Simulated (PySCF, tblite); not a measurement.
# C₁₀H₁₀O₃: geometry, infrared bands, NMR shifts, spin-spin couplings and electronic excitations

Wanted: the infrared bands, NMR shifts, spin-spin couplings and electronic excitations of C₁₀H₁₀O₃ (`COC(=O)c1ccc(C(C)=O)cc1`), by calculation.

The runs use tblite 0.8.0 and PySCF 2.14.0, with density-fitted response routines of our own; the level of theory stands in each step. All values are computed, except where a source is named. Atoms count from 0, in the outputs and in this text.

### 1 The molecule as given

23 atoms, charge 0, multiplicity 1; geometry from: force field or distance geometry start.

Bonds of the start (Å): C0–O1 1.44, O1–C2 1.35, C2–O3 1.21, C2–C4 1.50, C4–C5 1.40, C5–C6 1.40, C6–C7 1.40, C7–C8 1.49, C8–C9 1.51, C8–O10 1.23, C7–C11 1.40, C11–C12 1.40, C12–C4 1.40, C0–H13 1.09, C0–H14 1.08, C0–H15 1.09, C5–H16 1.10, C6–H17 1.08, C9–H18 1.09, C9–H19 1.09, C9–H20 1.10, C11–H21 1.08, C12–H22 1.09.

### 2 Geometry optimisation with GFN2-xTB

Job settings and geometry (Å):

```
{"job": {"kind": "relax", "xc": "GFN2-xTB", "basis": "xTB"}, "charge": 0, "multiplicity": 1}
C      4.633400    -0.095800     0.326700
O      3.244500     0.286900     0.230200
C      2.403900    -0.771800     0.180200
O      2.707300    -1.940700     0.181000
C      0.984300    -0.298400     0.095000
C      0.638900     1.060300     0.071700
C     -0.697800     1.449900    -0.014900
C     -1.709200     0.488900    -0.080000
C     -3.126600     0.947700    -0.172900
C     -4.238800    -0.072800    -0.248800
O     -3.381400     2.153400    -0.183800
C     -1.378400    -0.876300    -0.069300
C     -0.036500    -1.257900     0.024500
H      4.811100    -0.672600     1.235900
H      4.921500    -0.651100    -0.557400
H      5.220300     0.822400     0.385200
H      1.409300     1.836100     0.132800
H     -0.947900     2.502100    -0.020300
H     -4.121900    -0.679300    -1.146600
H     -4.234100    -0.692900     0.651100
H     -5.201700     0.450200    -0.308700
H     -2.130500    -1.649800    -0.124300
H      0.225700    -2.311600     0.036500
```

On the command line:

```console
$ OMP_NUM_THREADS=2 python probes_run.py task.json out
```

This one command runs all jobs of the session in turn.

**Question.** This job is followed by: GFN2-xTB harmonic vibrations, gas phase; PBE0-D3(BJ)/def2-SVP geometry optimisation, gas phase; GIAO PBE0/pcSseg-1 NMR shielding, non-relativistic, gas phase; B3LYP/pcJ-1 indirect spin-spin coupling, non-relativistic, gas phase; TDDFT CAM-B3LYP/def2-SVPD, vertical, gas phase, core orbitals frozen in the response; GIAO mPW1PW91/pcSseg-1 NMR shielding, non-relativistic, gas phase. What will the session give for the following? strongest single infrared mode (GFN2-xTB); zero-point energy (GFN2-xTB); rotational constants (main isotopes); 13C shifts against TMS (PBE0/pcSseg-1, means over atoms taken as alike); 1H shifts against TMS (PBE0/pcSseg-1, means over atoms taken as alike); 17O shifts against H2O (PBE0/pcSseg-1); largest coupling of the table (B3LYP/pcJ-1); lowest singlet (CAM-B3LYP/def2-SVPD); brightest single state of those computed; lowest triplet; range of the shift of O10.

**Answer**, as computed:

```
                                                               quantity                                                     value
                              strongest single infrared mode (GFN2-xTB)                                     1218 cm⁻¹, 614 km/mol
                                           zero-point energy (GFN2-xTB)                                            109.5 kcal/mol
                                   rotational constants (main isotopes)                                      2.61, 0.36, 0.32 GHz
13C shifts against TMS (PBE0/pcSseg-1, means over atoms taken as alike)  198.2, 169.5, 142.2, 137.4, 136.0, 133.8, 52.6, 27.7 ppm
 1H shifts against TMS (PBE0/pcSseg-1, means over atoms taken as alike)                                8.40, 8.20, 3.90, 2.59 ppm
                                 17O shifts against H2O (PBE0/pcSseg-1)                                   664.2, 419.3, 179.0 ppm
                            largest coupling of the table (B3LYP/pcJ-1)           1J(C,H) C5–H16, 173.9 Hz (mean over like pairs)
                                   lowest singlet (CAM-B3LYP/def2-SVPD)                               3.88 eV (319 nm), f = 0.000
                               brightest single state of those computed                               state 8, 6.79 eV, f = 0.530
                                                         lowest triplet                                                   3.40 eV
                                              range of the shift of O10                                        662.4 to 664.2 ppm
```

All 63 modes are real, so the xTB geometry is a minimum. The strongest single mode, at 1218 cm⁻¹, is spread over several atoms, C8, C2, C4, H21 among them. Unscaled tight-binding wavenumbers are off by several per cent, some by more. Its intensities can rank the bands wrongly. The start of the PBE0/def2-SVP relaxation was shaken at random by about 0.01 Å, so part of the energy gained, and of the first lengths quoted, undoes that. Relaxing lowered the energy by 0.186 eV in 11 steps; the close pair that moved most is C11–C12, from 1.344 to 1.390 Å (PBE0/def2-SVP). C8 (ketone carbonyl carbon) lies farthest downfield among carbon, at 198.2 ppm; the double bond to the heteroatom, with no lone-pair donor beside it, deshields it most. At PBE0/pcSseg-1: The largest span, 1285 ppm, is at O10, where the paramagnetic term is -730 ppm. Couplings across rotatable bonds belong to this one conformer; where others are populated, the observed values are averages. The lowest singlet, at 3.88 eV, is HOMO−1→LUMO 0.78, HOMO−1→LUMO+2 0.19 and is dark; of the 10 states computed, the strongest absorption comes from states 8 to 9 together at 6.79 eV. The lowest triplet lies 0.49 eV below the lowest singlet (triplets in Tamm-Dancoff, singlets in full TDDFT). These values are for one conformer; the search (at its own cheap level) found 2 more, at 0.01, 0.34 kcal/mol (those within 0.05 may be mirror or relabelled copies), and measured spectra average over such forms.
